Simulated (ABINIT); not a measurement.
Crystal: Be3Hg.

```
Be Hg
1.0
     0.00000    2.92741    2.92741
     2.92741    0.00000    2.92741
     2.92741    2.92741    0.00000
Be Hg
3 1
Cartesian
  1.4637 1.4637 1.4637
  4.3911 4.3911 4.3911
  2.9274 2.9274 2.9274
  0.0000 0.0000 0.0000
```

The cell was built by a generator and needn't be a form met in nature.

```yaml
Program: ABINIT 10.8.3 (patched build)
Task: relaxation of cell and atoms
Functional: PBE
Potentials_or_basis: JTH PAW PBE v2.0
Cutoff: 544 eV
k_mesh: 8 × 8 × 8
Occupations: fermi-dirac, width 0.05 eV
Spin: no spin polarisation
```

At the start: pressure -6.3 GPa; volume 12.54 Å³/atom.

Q: Where does the relaxation end?

A: Over 4 steps the energy falls by 17.2 meV/atom and the volume is 11.72 Å³/atom (-6.6 %); space group Fm-3m (No. 225, to 0.05 Å).

Step by step:
| step | energy change (eV) | largest force (eV/Å) | pressure (GPa) | volume (Å³) |
| --- | --- | --- | --- | --- |
| 1 | 0.0000 | 0.0000 | -6.28 | 50.17 |
| 2 | -0.0328 | 0.0000 | -4.70 | 49.22 |
| 3 | -0.0682 | 0.0000 | 0.53 | 46.63 |
| 4 | -0.0686 | 0.0000 | -0.04 | 46.87 |

Final structure:
```xyz
4
Lattice="0.0000 2.8618 2.8618 2.8618 0.0000 2.8618 2.8618 2.8618 0.0000" Properties=species:S:1:pos:R:3 pbc="T T T"
Be    1.4309    1.4309    1.4309
Be    4.2927    4.2927    4.2927
Be    2.8618    2.8618    2.8618
Hg    0.0000    0.0000    0.0000
```
